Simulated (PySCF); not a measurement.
# C3H7NSSi: the cost of one run

Programs: PySCF 2.14.0, with density-fitted response routines of our own. Each step states its level of theory. These are calculated values for one molecule in the gas phase, unless marked as measured. Atoms count from 0, in the outputs and in this text.

### Step 1. The starting structure

13 atoms, charge 0, multiplicity 1; geometry from: GFN2-xTB. The atoms were then displaced at random by about 0.01 Å, so the start is not that level's minimum.

Bonds of the start (Å): C0–N1 1.46, N1–Si2 1.77, Si2–C3 1.88, C3–C4 1.48, C4–S5 1.63, C4–N1 1.36, C0–H6 1.11, C0–H7 1.08, C0–H8 1.10, Si2–H9 1.47, Si2–H10 1.45, C3–H11 1.11, C3–H12 1.11.

### Step 2. Optimising the geometry at PBE0-D3(BJ)/def2-SVP

What the job is given:

```
{"job": {"xc": "PBE0", "basis": "def2-SVP", "d3": "d3bj", "grid": 1, "shake": 0.01, "kind": "geom"}, "charge": 0, "multiplicity": 1}
C      1.833670     0.201970     0.456130
N      0.428480     0.006530     0.116000
Si    -0.731720    -1.331950     0.113430
C     -1.654640     0.183500    -0.521930
C     -0.409950     0.959280    -0.361150
S     -0.096690     2.535000    -0.644640
H      2.069360     1.271910     0.267710
H      2.470340    -0.402970    -0.165370
H      1.985630     0.000690     1.523180
H     -0.987000    -1.817040     1.479520
H     -0.349370    -2.375120    -0.818220
H     -2.490050     0.570960     0.104020
H     -2.062250     0.180370    -1.559010
```

Command:

```bash
$ OMP_NUM_THREADS=1 python probes_run.py task.json out
```

One launch serves the whole session: the jobs run in the order shown.

**Question.** How long does this first job take on 1 thread of Arm Neoverse V1, shared host, and how much memory does it need?

About 57 s, with a peak of 0.51 GiB.
